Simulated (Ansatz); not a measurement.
# C2H6FNOW: basis-set convergence

An exercise on one series of results from a longer session: the logs are not shown, and one member is left open.

Program: Ansatz 0.2.0, Gaussian basis. Level of theory: one geometry, several basis sets. These are calculated values, not measurements.

The runs, in order: PBE0-D4/def2-SVP; ωB97M-V/def2-SVP; PBE0-D4/def2-QZVPP; ωB97M-V/def2-QZVPP; the functionals' def2-TZVPP values are taken from earlier runs.

### The relaxed structure

The geometry comes from an earlier relaxation with PBE0-D4 in a triple-zeta def2 set; it is a stationary point, not always the lowest conformer. W takes the def2 core potential; no spin-orbit term is included.

SMILES `C[N]=[W]([CH3])(=[O])[F]`, 12 atoms, charge 0, spin multiplicity 1.

Atoms are counted from 1 here; the program's logs count them from 0.

Bond lengths: C1–N2 1.419 Å, C1–H7 1.096 Å, C1–H8 1.095 Å, C1–H9 1.095 Å, N2–W3 1.741 Å, W3–C4 2.113 Å, W3–O5 1.704 Å, W3–F6 1.877 Å, C4–H10 1.094 Å, C4–H11 1.091 Å, C4–H12 1.095 Å. Angles: N2–C1–H7 111.7°, N2–C1–H8 109.7°, N2–C1–H9 110.5°, H7–C1–H8 108.3°, H7–C1–H9 108.8°, H8–C1–H9 107.6°, C1–N2–W3 155.3°, N2–W3–C4 102.8°, N2–W3–O5 109.0°, N2–W3–F6 111.9°, C4–W3–O5 105.2°, C4–W3–F6 112.0°, O5–W3–F6 115.1°, W3–C4–H10 109.5°, W3–C4–H11 111.7°, W3–C4–H12 109.4°, H10–C4–H11 108.2°, H10–C4–H12 109.5° and more.

Set-up of the first run:

Input file in.yaml:

```yaml
crystal:
  periodic: [false, false, false]
  atoms:
    - {symbol: C, position_ang: [-1.460126, -1.561486, 0.679100]}
    - {symbol: N, position_ang: [-0.619648, -0.419518, 0.637230]}
    - {symbol: W, position_ang: [-0.084022, 1.129625, 0.049002]}
    - {symbol: C, position_ang: [1.801015, 0.682220, -0.793700]}
    - {symbol: O, position_ang: [-1.062811, 1.590885, -1.266890]}
    - {symbol: F, position_ang: [0.043916, 2.395297, 1.428656]}
    - {symbol: H, position_ang: [-2.219876, -1.534042, -0.109873]}
    - {symbol: H, position_ang: [-0.858809, -2.467000, 0.546996]}
    - {symbol: H, position_ang: [-1.960882, -1.634455, 1.649676]}
    - {symbol: H, position_ang: [2.471984, 0.315115, -0.011358]}
    - {symbol: H, position_ang: [1.726036, -0.084336, -1.566973]}
    - {symbol: H, position_ang: [2.223214, 1.587695, -1.241856]}
basis:
  gaussian: {orbitals: def2-SVP}
hamiltonian: {xc: pbe0, dispersion: d4}
output: {orbitals: {seedname: orbitals}}
```

On the command line:

```
> ansatz run in.yaml --threads 4 --pin off --events-out ev --progress --plain --max-ram 11315MiB
```

Steps of the session up to this table: PBE0-D4 in def2-SVP; ωB97M-V in def2-SVP; PBE0-D4 in def2-QZVPP; ωB97M-V in def2-QZVPP.

One table of the session follows, with a row left open; its other results are not shown here.

It belongs to the step «Density functionals: the series». 

```
functional       basis  HOMO (eV)  LUMO (eV)
   PBE0-D4    def2-SVP          ?          ?
   PBE0-D4  def2-TZVPP      -7.69      -1.70
   PBE0-D4  def2-QZVPP      -7.71      -1.72
   ωB97M-V    def2-SVP      -9.93       0.42
   ωB97M-V  def2-TZVPP      -9.95       0.37
   ωB97M-V  def2-QZVPP      -9.97       0.33
```

**Question.** Estimate the row for PBE0-D4, def2-SVP.

**Answer.** HOMO (eV): -7.68; LUMO (eV): -1.64. In the column «HOMO (eV)» it is the highest.
